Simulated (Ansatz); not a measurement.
# LaBi2ClO4 (P4/mmm) in Ansatz: band structure with PBEsol

Aim: the band structure of LaBi2ClO4 with PBEsol.

Program: Ansatz 0.2.0. These are calculated values, not measurements. Logs are shortened: lines on timing, memory, paths and dates and some standing lists are left out, and cuts for length are marked.

## Step 1: The structure

The structure is tetragonal, space group P4/mmm (No. 123). The conventional cell has a = 3.989 Å, b = 3.989 Å, c = 9.333 Å, α = 90.00°, β = 90.00°, γ = 90.00°. Around Bi (site symmetry 4mm) lie 4 O at 2.27 Å. La (site symmetry 4/mmm) is surrounded by 8 O at 2.50 Å. Cl (site symmetry 4/mmm) has 8 Bi at 3.50 Å and 8 O at 3.73 Å and 4 Cl at 3.99 Å as nearest neighbours. O (site symmetry 2mm) is surrounded by 2 Bi at 2.27 Å and 2 La at 2.50 Å.

The cell is a database's computed one.

## Step 2: Band structure, PBEsol

File input.yaml:

```yaml
crystal:
  lattice:
    - [3.988897, 0.0, 0.0]
    - [0.0, 3.988897, 0.0]
    - [0.0, 0.0, 9.333185]
  atoms:
    - { symbol: Bi, position: [0.5, 0.5, 0.721623] }
    - { symbol: Bi, position: [0.5, 0.5, 0.278377] }
    - { symbol: La, position: [0.0, 0.0, 0.0] }
    - { symbol: Cl, position: [0.0, 0.0, 0.5] }
    - { symbol: O, position: [0.5, 0.0, 0.838344] }
    - { symbol: O, position: [0.5, 0.0, 0.161656] }
    - { symbol: O, position: [0.0, 0.5, 0.838344] }
    - { symbol: O, position: [0.0, 0.5, 0.161656] }
hamiltonian:
  xc: pbesol
  pseudopotentials: { kind: paw }
kpoints:
  mp_grid: { grid: [7, 7, 3] }
  band_path:
    path:
      - [[0.0, 0.0, 0.0], [0.0, 0.5, 0.0], [0.5, 0.5, 0.0], [0.0, 0.0, 0.0], [0.0, 0.0, 0.5], [0.0, 0.5, 0.5], [0.5, 0.5, 0.5], [0.0, 0.0, 0.5]]
      - [[0.0, 0.5, 0.0], [0.0, 0.5, 0.5]]
      - [[0.5, 0.5, 0.0], [0.5, 0.5, 0.5]]
    npoints: 10
scf:
  occupations: { method: fermi_dirac, width: 0.05 }
  n_extra_bands: 20
output:
  forces: true
  stress: true
  eigenvalues: true
  fatbands: true
```

Potentials or basis: Ansatz PAW.

On the command line:

```bash
$ ansatz run input.yaml --threads 4 --pin off --max-ram 11264MiB --backend cpu --events-out ev --progress --plain --runs-dir out
```

What it wrote:

```text
Warning: RAYON_NUM_THREADS=4 ignored (pool sized by the plan → 4); use --threads N
La: projections on atomic orbitals take those of the free atom [Kr 4d10] 4f0 5s2 5p6 5d1 6s2, of charge +0.00 (hamiltonian.pseudopotentials.projection_atoms); the dataset's partial waves leave at most 1.9e-5 of an orbital's norm unspanned inside its sphere
scf.n_extra_bands = 20 over 36 filled bands (N_el = 72.0): the run solves 56 bands
Engine: ansatz 0.2.0, aarch64-unknown-linux-gnu
Pseudopotentials: kind: paw
Pseudopotential: Bi, paw, valence charge 15, recommended cutoff 420 eV (normal), Bi.paw.azcp
Pseudopotential: La, paw, valence charge 11, recommended cutoff 420 eV (normal), La.paw.azcp
Pseudopotential: Cl, paw, valence charge 7, recommended cutoff 420 eV (normal), Cl.paw.azcp
Pseudopotential: O, paw, valence charge 6, recommended cutoff 420 eV (normal), O.paw.azcp
Functional definition: PBEsol
  exchange = pbesol_x
  correlation = pbesol_c
Crystal: 8 atoms, lattice volume = 148.503 Å³
Basis set: ecut = 420 eV, 2927 PW (Γ), exchange–correlation on 54×54×128 points (8 copies of the dense FFT grid, shifted against one another)
Bands: 56, of which v1, the nominal top of the filled ones, is band 36 counted from 1 (35 counted from 0)
Symmetry: 16 space group operations
Space group: P4/mmm (ITA 123), of the structure as read, at distance tolerance 5.3e-5 Å
k-points: 20 of 147
Non-local potential: Bi, projectors of the file, l = 0: 2, l = 1: 2, l = 2: 2, l = 3: 2
Non-local potential: La, projectors of the file, l = 0: 3, l = 1: 2, l = 2: 2, l = 3: 3
Non-local potential: Cl, projectors of the file, l = 0: 2, l = 1: 2, l = 2: 2
Non-local potential: O, projectors of the file, l = 0: 2, l = 1: 2, l = 2: 1
PAW form: soft (Blöchl's): semilocal exchange-correlation on the pseudo side does not see the compensation charge
PAW frozen core: Bi, regenerated for the run's functional, and the local potential with it (the file was generated under x = pbe(κ = 0.804, μ = 0.2195149727645171), c = pbe(β = 0.06672455060314922))
PAW frozen core: La, regenerated for the run's functional, and the local potential with it (the file was generated under x = pbe(κ = 0.804, μ = 0.2195149727645171), c = pbe(β = 0.06672455060314922))
PAW frozen core: Cl, regenerated for the run's functional, and the local potential with it (the file was generated under x = pbe(κ = 0.804, μ = 0.2195149727645171), c = pbe(β = 0.06672455060314922))
PAW frozen core: O, regenerated for the run's functional, and the local potential with it (the file was generated under x = pbe(κ = 0.804, μ = 0.2195149727645171), c = pbe(β = 0.06672455060314922))
PAW one-centre angular grid: Bi, 590 points (default); XC on 64 Gauss nodes
PAW one-centre angular grid: La, 590 points (default); XC on 64 Gauss nodes
PAW one-centre angular grid: Cl, 110 points (default); XC on 64 Gauss nodes
PAW one-centre angular grid: O, 110 points (default); XC on 64 Gauss nodes
Initial density: superposition of atomic densities (neutral atoms: chi_scale 0, normalization atom), corrected by the library's trained network
Initial wavefunctions: pseudopotential atomic-orbital guess
Functional: x = pbesol(κ = 0.804, μ = 0.12345679012345678), c = pbesol(β = 0.046)
SCF iter   1: F=—  HF=-33955.490269 eV  |F-HF|=—  |Δ(HF+E_count)|=         —  Δρ=1.31e-2  dr2=2.37e-1  ethr=1.77e-3  ⟨swp⟩=5.5  Hψ=4637  notcnv=0  defer=80
preconditioner: auto → Resta (q_TF=auto, 2.418 Å⁻¹)  ε∞=3.2  [insulator: Δε(μ)=1.152 eV  Ē_g=17.130 eV  σ=0.050 eV  W_gap=1.00  n_scr=38 (ndim 8)  ℏωp=25.5 eV  f_vac=0.017  D(μ)=0.00/eV (n_scr^D=0)  ε∞_Penn≈3.2]
SCF iter   2: F=—  HF=-33955.446903 eV  |F-HF|=—  |Δ(HF+E_count)|=   4.34e-2  Δρ=5.59e-3  dr2=4.85e-2  ethr=3.30e-4  ⟨swp⟩=2.0  Hψ=1822  notcnv=0  defer=301
SCF iter   3: F=—  HF=-33955.437862 eV  |F-HF|=—  |Δ(HF+E_count)|=   9.04e-3  Δρ=1.05e-3  dr2=1.69e-3  ethr=6.73e-5  ⟨swp⟩=2.0  Hψ=1218  notcnv=0  defer=301
SCF iter   4: F=—  HF=-33955.437879 eV  |F-HF|=—  |Δ(HF+E_count)|=   1.74e-5  Δρ=3.78e-4  dr2=1.84e-4  ethr=2.35e-6  ⟨swp⟩=2.0  Hψ=1465  notcnv=0  defer=301
SCF iter   5: F=—  HF=-33955.437960 eV  |F-HF|=—  |Δ(HF+E_count)|=   8.07e-5  Δρ=5.93e-5  dr2=6.73e-6  ethr=2.55e-7  ⟨swp⟩=2.0  Hψ=1091  notcnv=0  defer=301
SCF iter   6: F=—  HF=-33955.438085 eV  |F-HF|=—  |Δ(HF+E_count)|=   1.25e-4  Δρ=1.93e-5  dr2=5.62e-7  ethr=9.35e-9  ⟨swp⟩=2.0  Hψ=1626  notcnv=0  defer=300
SCF iter   7: F=-33955.438086 eV  HF=-33955.438086 eV  |F-HF|=2.83e-8  |Δ(HF+E_count)|=   9.11e-7  Δρ=4.01e-6  dr2=3.14e-8  ethr=1.39e-10  ⟨swp⟩=11.3  Hψ=6698  notcnv=0
SCF 1 converged in 7 iterations: F = -33955.438086 eV  dr2 = 3.14e-8
NSCF: frozen V_eff on 93 k-points
SCF converged after 7 iterations
Free energy (F): -33955.438086 eV
Harris-Foulkes:  -33955.438086 eV  (|F-HF|=2.83e-8)
Internal energy: -33955.438085 eV  (E = F + TS)
E sigma→0 (E₀):  -33955.438086 eV
Entropy (-TS):   -0.000000 eV (-0.000 meV/atom)
Fermi energy:    8.306817 eV
--- Per-component energies (eV) ---
  E_band       = -266.408128
  E_kinetic    = 1649.961052
  E_local      = -5593.312279  (includes V_loc(G=0)·N_el)
  E_nonlocal   = 1452.794880
  E_hartree    = 1968.798445
  E_xc         = -836.087999
  E_vxc        = -930.316197  (∫ρ·V_xc dr)
  E_paw        = -27600.535700  (= ΣΔE_a)
  E_vpaw       = -783.145420  (= ΣTr[D̂ρ^β])
  E_aug_tail   = 0.008953  (compensation charges beyond the density's cutoff)
  E_ewald      = -4997.634035
  E_core_change = 0.568598  (= ΣΔE_core)
  E_smearing   = -0.000000  (= −TS)
  E_closure    = -0.000000  (closes the sum)
  Σ components = -33955.438086   (vs F -33955.438086, Δ=0.00e0)
--- Forces (eV/Å), atoms counted from 1 ---
  atom   1  Bi     0.00000000     0.00000000     0.34043575
  atom   2  Bi     0.00000000     0.00000000    -0.34043575
  atom   3  La    -0.00000000     0.00000000     0.00000000
  atom   4  Cl    -0.00000000    -0.00000000     0.00000000
  atom   5  O      0.00000000     0.00000000    -0.12357386
  atom   6  O      0.00000000     0.00000000     0.12357386
  atom   7  O      0.00000000     0.00000000    -0.12357386
  atom   8  O      0.00000000     0.00000000     0.12357386
  max |Σ_I F_I| component: 3.35e-30 eV/Å
--- Stress (GPa, compression-positive) ---
       -4.302615       0.000000       0.000000
        0.000000      -4.302615       0.000000
        0.000000       0.000000      -3.905239
  P = ⅓ Tr σ = -4.1702 GPa (-41.702 kbar)
--- Band table (eV; the first three rows and the last of 20) ---
  k-point 0: bands = ["-21.7840", "-14.2074", "-14.2054", "-14.1161", "-14.1049", "-14.0924", "-14.0924", "-14.0890", "-14.0890", "-13.9947", "-13.9945", "-10.1333", "-9.5322", "-7.8446", "-7.6541", "-5.5988", "-5.5266", "-5.5266", "-4.6300", "-0.3823", "-0.1520", "3.7388", "3.7388", "4.2191", "4.2191", "5.3810", "5.6766", "6.2368", "6.5639", "6.5639", "6.6682", "6.6682", "6.7412", "7.2904", "7.2949", "7.2949", "8.8916", "11.1294", "13.0633", "13.0633", "13.0828", "13.2933", "13.2933", "13.3237", "13.4135", "13.4485", "13.4485", "13.6511", "13.9888", "13.9888", "14.4695", "15.1095", "15.2197", "16.2638", "16.5863", "18.0527"]
  k-point 1: bands = ["-21.7840", "-14.2072", "-14.2057", "-14.1158", "-14.1051", "-14.0920", "-14.0920", "-14.0894", "-14.0894", "-13.9947", "-13.9945", "-10.1376", "-9.5254", "-7.8446", "-7.6541", "-5.6213", "-5.5266", "-5.5266", "-4.6036", "-0.4372", "-0.1053", "3.7113", "3.7113", "4.2603", "4.2603", "5.3833", "5.7278", "6.2217", "6.5232", "6.5232", "6.6961", "6.6961", "6.7375", "7.1860", "7.2869", "7.2869", "9.1142", "10.7983", "13.0160", "13.0160", "13.0828", "13.4034", "13.4034", "13.4117", "13.4201", "13.5402", "13.5402", "13.6435", "13.8450", "13.8450", "14.4696", "15.3475", "15.6399", "16.1412", "16.2054", "17.9316"]
  k-point 2: bands = ["-21.7726", "-14.1993", "-14.1968", "-14.1184", "-14.1109", "-14.0934", "-14.0920", "-14.0887", "-14.0880", "-13.9971", "-13.9968", "-10.0098", "-9.5142", "-8.0260", "-7.7443", "-5.5832", "-5.5140", "-5.3334", "-4.6933", "-0.5492", "-0.2967", "3.7630", "3.8475", "4.0708", "4.2481", "5.4863", "5.7980", "6.1841", "6.2926", "6.5065", "6.5838", "6.6065", "6.8612", "7.1686", "7.2163", "7.4042", "9.5695", "11.1805", "12.6373", "13.0549", "13.0893", "13.1528", "13.2375", "13.3480", "13.3925", "13.4326", "13.4547", "13.7548", "13.7637", "13.7771", "14.5323", "15.4786", "16.2130", "16.3829", "16.6890", "17.4327"]
  k-point 19: bands = ["-21.6689", "-14.1773", "-14.1740", "-14.1719", "-14.1697", "-14.0821", "-14.0712", "-14.0205", "-14.0188", "-14.0188", "-14.0186", "-9.2458", "-9.1754", "-8.5614", "-8.3981", "-5.5875", "-5.3272", "-4.7885", "-4.7394", "-2.3083", "-2.2255", "4.2591", "4.7131", "4.7451", "4.8624", "5.3438", "5.5359", "5.7803", "6.0885", "6.1988", "6.2962", "6.5812", "6.9382", "6.9621", "7.3133", "7.3884", "11.6561", "11.7749", "12.0320", "12.3217", "12.6280", "12.9317", "13.0930", "13.1218", "13.1233", "13.2337", "13.2416", "13.5038", "13.7408", "14.3944", "15.0555", "16.4616", "16.6948", "16.7144", "17.4249", "18.4824"]
```

bands.tsv:

```text
[... 115 lines left out ...]
```

Wall time 15 s (4 threads of Arm Neoverse V1, shared host); peak memory 0.71 GiB.

Results:

```yaml
Free_energy: -33955.4381 eV
Pressure: -4.2 GPa
Largest_force: 0.340 eV/Å
Band_gap_on_the_k_mesh: 1.29 eV, indirect (least direct gap 1.60 eV)
Band_gap_along_the_path: 1.25 eV, indirect (least direct gap 1.60 eV)
```

Forces in eV/Å, atoms in the order of the input:
```
Bi   0.000  0.000  0.340
Bi   0.000  0.000 -0.340
La   0.000  0.000  0.000
Cl   0.000  0.000  0.000
O    0.000  0.000 -0.124
O    0.000  0.000  0.124
O    0.000  0.000 -0.124
O    0.000  0.000  0.124
```

Levels at the corners of the path, in eV from the valence-band top:
| point | band 34 | band 35 | band 36 | band 37 | band 38 | band 39 |
| --- | --- | --- | --- | --- | --- | --- |
| Γ | -0.36 | -0.35 | -0.35 | 1.25 | 3.48 | 5.42 |
| X | -0.51 | -0.29 | -0.22 | 3.27 | 4.38 | 5.11 |
| M | -0.54 | -0.37 | -0.16 | 3.93 | 4.01 | 4.01 |
| Γ | -0.36 | -0.35 | -0.35 | 1.25 | 3.48 | 5.42 |
| Z | -0.49 | -0.36 | -0.36 | 1.56 | 3.03 | 5.36 |
| R | -0.52 | -0.48 | 0.00 | 3.82 | 4.59 | 4.68 |
| A | -0.54 | -0.37 | -0.16 | 4.07 | 4.07 | 4.66 |
| Z | -0.49 | -0.36 | -0.36 | 1.56 | 3.03 | 5.36 |
| X | -0.51 | -0.29 | -0.22 | 3.27 | 4.38 | 5.11 |
| R | -0.52 | -0.48 | 0.00 | 3.82 | 4.59 | 4.68 |
| M | -0.54 | -0.37 | -0.16 | 3.93 | 4.01 | 4.01 |
| A | -0.54 | -0.37 | -0.16 | 4.07 | 4.07 | 4.66 |

Caveat: the pressure holds a Pulay correction of +0.4 GPa for the finite cutoff; spin-orbit coupling is left out, which as a rule narrows the gap of such compounds by several tenths of an eV; the PAW data sets come from PBE, with cores solved anew for the run's functional, which leaves a small shift of forces and pressure. A hybrid or GW would open this gap; PBEsol tends to underestimate it.

## Step 3: The reference run

An earlier run on the cell as given: functional PBEsol; potentials or basis Ansatz PAW; cutoff 420 eV (not typed: the program's choice for these potentials); k mesh 7 × 7 × 3; occupations fermi-dirac, width 0.05 eV; no spin polarisation.

- Pressure: -4.2 GPa
- Largest force: 0.340 eV/Å
- Band gap on the k mesh: 1.29 eV, indirect (least direct gap 1.60 eV)
